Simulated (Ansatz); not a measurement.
**GeH₈O₂Si₂: up Jacob's ladder to CCSD(T)**

How much do the methods differ for GeH₈O₂Si₂? The plan is to run it at one geometry with functionals of several rungs and with coupled cluster. The yardstick is the atomisation energy at the CCSD(T) limit.

Program: Ansatz 0.2.0, Gaussian basis. Level of theory: functionals in def2-TZVPP, the program's frozen cores in correlated methods. These are calculated values, not measurements.

Plan: LDA (SPW92), PBE-D4, revPBE-D4, BLYP-D4, r2SCAN-D4, B97M-V, PBE0-D4, B3LYP-D4, r2SCANh-D4, r2SCAN0-D4, HSE06-D4, BHLYP-D4, CAM-B3LYP-D4, LC-ωPBE, ωB97X-V, ωB97M-V, B2PLYP, PBE-QIDH; CCSD(T)/def2-SVP; CCSD(T)/def2-TZVPP; MP2/def2-QZVPP; extrapolation to the limit; RPA on PBE.

**1. The relaxed structure**

All runs share one geometry, relaxed beforehand with PBE0-D4 in a triple-zeta def2 set.

SMILES `[SiH3][O][GeH2][O][SiH3]`, 13 atoms, charge 0, spin multiplicity 1.

Atoms are counted from 1 here; the program's logs count them from 0.

Bond lengths: Si1–O2 1.639 Å, Si1–H6 1.484 Å, Si1–H7 1.486 Å, Si1–H8 1.490 Å, O2–Ge3 1.764 Å, Ge3–O4 1.764 Å, Ge3–H9 1.531 Å, Ge3–H10 1.531 Å, O4–Si5 1.639 Å, Si5–H11 1.484 Å, Si5–H12 1.490 Å, Si5–H13 1.486 Å. Angles: O2–Si1–H6 108.1°, O2–Si1–H7 110.7°, O2–Si1–H8 110.6°, H6–Si1–H7 109.4°, H6–Si1–H8 109.4°, H7–Si1–H8 108.6°, Si1–O2–Ge3 134.6°, O2–Ge3–O4 107.8°, O2–Ge3–H9 106.1°, O2–Ge3–H10 110.0°, O4–Ge3–H9 110.0°, O4–Ge3–H10 106.1°, H9–Ge3–H10 116.6°, Ge3–O4–Si5 134.6°, O4–Si5–H11 108.1°, O4–Si5–H12 110.6°, O4–Si5–H13 110.7°, H11–Si5–H12 109.4° and more.

**2. LDA**

This LDA is Slater exchange with PW92 correlation.

Contents of in.yaml:

```yaml
crystal:
  periodic: [false, false, false]
  atoms:
    - {symbol: Si, position_ang: [-1.949638, 0.693802, 1.082366]}
    - {symbol: O, position_ang: [-0.332880, 0.961460, 1.118607]}
    - {symbol: Ge, position_ang: [1.094336, -0.075057, 1.095813]}
    - {symbol: O, position_ang: [1.055610, -1.014600, -0.396697]}
    - {symbol: Si, position_ang: [1.042454, -0.638881, -1.992180]}
    - {symbol: H, position_ang: [-2.625337, 1.861646, 1.699864]}
    - {symbol: H, position_ang: [-2.423796, 0.532028, -0.317007]}
    - {symbol: H, position_ang: [-2.293441, -0.538234, 1.846216]}
    - {symbol: H, position_ang: [2.302390, 0.865788, 1.090747]}
    - {symbol: H, position_ang: [1.021687, -1.090981, 2.239161]}
    - {symbol: H, position_ang: [1.586213, -1.796770, -2.744085]}
    - {symbol: H, position_ang: [1.884963, 0.561582, -2.254199]}
    - {symbol: H, position_ang: [-0.341961, -0.356683, -2.453705]}
basis:
  gaussian: {orbitals: def2-TZVPP}
hamiltonian: {xc: lda}
output: {orbitals: {seedname: orbitals}}
```

Started as:

```
$ ansatz run in.yaml --threads 8 --pin off --events-out ev --progress --plain --max-ram 18278MiB
```

Further steps of the session: PBE-D4 (GGA); revPBE-D4 (GGA); BLYP-D4 (GGA); r2SCAN-D4 (meta-GGA); B97M-V (meta-GGA); B3LYP-D4 (hybrid); r2SCANh-D4 (hybrid); r2SCAN0-D4 (hybrid); HSE06-D4 (hybrid); BHLYP-D4 (hybrid); CAM-B3LYP-D4 (range-separated); LC-ωPBE (range-separated); ωB97X-V (range-separated); ωB97M-V (range-separated); B2PLYP (double hybrid); PBE-QIDH (double hybrid); CCSD(T) in def2-SVP; CCSD(T) in def2-TZVPP; MP2 in def2-QZVPP; RPA on PBE orbitals.

Q: Predict the results of all the runs planned. Wanted: atomisation energy, CCSD(T)/CBS; farthest beyond LDA; mean size of error, GGA; mean size of error, meta-GGA; mean size of error, hybrid; mean size of error, range-separated; mean size of error, double hybrid; gap, smallest and largest; T1 diagnostic.

The runs gave:

| quantity | value |
| --- | --- |
| atomisation energy, CCSD(T)/CBS | 44.299 eV |
| functionals within 0.443 eV (1.0 %) | r2SCAN-D4, B97M-V, CAM-B3LYP-D4, ωB97X-V, ωB97M-V |
| farthest beyond LDA | revPBE-D4 (-1.717 eV) |
| mean size of error, GGA | 1.130 eV |
| mean size of error, meta-GGA | 0.234 eV |
| mean size of error, hybrid | 0.978 eV |
| mean size of error, range-separated | 0.371 eV |
| mean size of error, double hybrid | 0.924 eV |
| gap, smallest and largest | 5.90 eV (LDA (SPW92)), 13.42 eV (LC-ωPBE) |
| T1 diagnostic | 0.0121 |
| triples share of the correlation energy | 3.3 % |

In words: The LDA atomisation energy is off by 4.811 eV (11 %): it overbinds. PBE-D4 misses by -0.834 eV. Double hybrids carry the basis error of their MP2 part in triple zeta, and no dispersion term here, so their miss is partly the set-up's. The rungs meta-GGA, range-separated miss on average by less than the doubt on the reference (0.443 eV), so they tie. Misses under about 0.443 eV are within the doubt on the reference itself, which lacks core-valence correlation, relativity and higher excitations, and its outer-core shells are covered unevenly. Hartree-Fock recovers 74 % of the binding; the rest is correlation. CCSD(T) in def2-SVP is off by -3.419 eV, so the small basis spoils what the method gains. The gap grows from 5.9 to 13.4 eV across the functionals, mostly with the share of exact exchange. Correlated methods include outer-core shells of Ge, which these sets cover unevenly.
